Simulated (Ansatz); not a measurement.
**CH7GaSi: a ladder of functionals and wavefunction methods**

Aim: compute CH7GaSi with functionals from several rungs and with coupled cluster. The yardstick is the atomisation energy at the CCSD(T) limit.

The runs use Ansatz 0.2.0, Gaussian basis; functionals in def2-TZVPP, the program's frozen cores in correlated methods.

Levels to be run: LDA (SPW92), PBE-D4, revPBE-D4, BLYP-D4, r2SCAN-D4, B97M-V, PBE0-D4, B3LYP-D4, r2SCANh-D4, r2SCAN0-D4, HSE06-D4, BHLYP-D4, CAM-B3LYP-D4, LC-ωPBE, ωB97X-V, ωB97M-V, B2PLYP, PBE-QIDH; CCSD(T)/def2-SVP; CCSD(T)/def2-TZVPP; MP2/def2-QZVPP; extrapolation to the limit; RPA on PBE.

## Step 1: The relaxed structure

The geometry comes from an earlier relaxation with PBE0-D4 in a triple-zeta def2 set; it is a stationary point, not always the lowest conformer.

10 atoms, charge 0, spin multiplicity 1.

Atoms are counted from 1 here; the program's logs count them from 0.

Bond lengths: C1–Si2 1.880 Å, C1–H4 1.092 Å, C1–H5 1.092 Å, C1–H6 1.092 Å, Si2–Ga3 2.414 Å, Si2–H7 1.494 Å, Si2–H8 1.494 Å, Ga3–H9 1.577 Å, Ga3–H10 1.575 Å. Angles: Si2–C1–H4 111.0°, Si2–C1–H5 110.8°, Si2–C1–H6 110.8°, H4–C1–H5 108.2°, H4–C1–H6 108.2°, H5–C1–H6 107.8°, C1–Si2–Ga3 114.4°, C1–Si2–H7 109.6°, C1–Si2–H8 109.6°, Ga3–Si2–H7 108.4°, Ga3–Si2–H8 108.4°, H7–Si2–H8 106.1°, Si2–Ga3–H9 122.1°, Si2–Ga3–H10 120.8°, H9–Ga3–H10 117.1°.

## Step 2: LDA

This LDA is Slater exchange with PW92 correlation.

in.yaml reads:

```yaml
crystal:
  periodic: [false, false, false]
  atoms:
    - {symbol: C, position_ang: [-1.382770, 0.623708, -0.571789]}
    - {symbol: Si, position_ang: [0.049058, -0.591804, -0.492077]}
    - {symbol: Ga, position_ang: [1.659033, -0.126454, 1.245362]}
    - {symbol: H, position_ang: [-2.074240, 0.360866, -1.375441]}
    - {symbol: H, position_ang: [-1.020341, 1.638176, -0.751930]}
    - {symbol: H, position_ang: [-1.938855, 0.629612, 0.368255]}
    - {symbol: H, position_ang: [0.762773, -0.610640, -1.804693]}
    - {symbol: H, position_ang: [-0.479453, -1.974458, -0.288069]}
    - {symbol: H, position_ang: [1.504815, 1.100241, 2.224506]}
    - {symbol: H, position_ang: [2.919981, -1.049257, 1.445864]}
basis:
  gaussian: {orbitals: def2-TZVPP}
hamiltonian: {xc: lda}
output: {orbitals: {seedname: orbitals}}
```

On the command line:

```console
ansatz run in.yaml --threads 2 --pin off --events-out ev --progress --plain --max-ram 4352MiB
```

After this run come: PBE-D4 (GGA); revPBE-D4 (GGA); BLYP-D4 (GGA); r2SCAN-D4 (meta-GGA); B97M-V (meta-GGA); PBE0-D4 (hybrid); B3LYP-D4 (hybrid); r2SCANh-D4 (hybrid); r2SCAN0-D4 (hybrid); HSE06-D4 (hybrid); BHLYP-D4 (hybrid); CAM-B3LYP-D4 (range-separated); LC-ωPBE (range-separated); ωB97X-V (range-separated); ωB97M-V (range-separated); B2PLYP (double hybrid); PBE-QIDH (double hybrid); CCSD(T) in def2-SVP; CCSD(T) in def2-TZVPP; MP2 in def2-QZVPP; RPA on PBE orbitals.

**Question.** What will the summary of the whole plan be? Wanted: atomisation energy, CCSD(T)/CBS; farthest beyond LDA; mean size of error, GGA; mean size of error, meta-GGA; mean size of error, hybrid; mean size of error, range-separated; mean size of error, double hybrid; gap, smallest and largest; T1 diagnostic.

**Answer**, as computed:

| quantity | value |
| --- | --- |
| atomisation energy, CCSD(T)/CBS | 718.3 kcal/mol |
| functionals within 7.2 kcal/mol (1.0 %) | PBE-D4, r2SCAN-D4, B97M-V, PBE0-D4, B3LYP-D4, r2SCANh-D4, r2SCAN0-D4, HSE06-D4, CAM-B3LYP-D4, LC-ωPBE, ωB97X-V, ωB97M-V, PBE-QIDH |
| farthest beyond LDA | revPBE-D4 (-16.6 kcal/mol) |
| mean size of error, GGA | 11.9 kcal/mol |
| mean size of error, meta-GGA | 2.4 kcal/mol |
| mean size of error, hybrid | 5.5 kcal/mol |
| mean size of error, range-separated | 2.8 kcal/mol |
| mean size of error, double hybrid | 9.0 kcal/mol |
| gap, smallest and largest | 3.31 eV (LDA (SPW92)), 9.95 eV (LC-ωPBE) |
| T1 diagnostic | 0.0124 |
| triples share of the correlation energy | 3.5 % |

**Reading.** LDA overbinds by 75.9 kcal/mol (11 %). PBE-D4 is off by -5.8 kcal/mol. Double hybrids carry the basis error of their MP2 part in triple zeta, and no dispersion term here, so their miss is partly the set-up's. The rungs meta-GGA, range-separated, hybrid miss on average by less than the doubt on the reference (7.2 kcal/mol), so they tie. The reference freezes the cores and leaves out relativity and excitations past (T), and its outer-core shells are covered unevenly, so misses under about 7.2 kcal/mol can't be ranked. Hartree-Fock recovers 76 % of the binding; the rest is correlation. CCSD(T) in def2-SVP is off by -38.7 kcal/mol, so the small basis spoils what the method gains. The gap grows from 3.3 to 10.0 eV across the functionals, mostly with the share of exact exchange. Correlated methods include outer-core shells of Ga, which these sets cover unevenly.
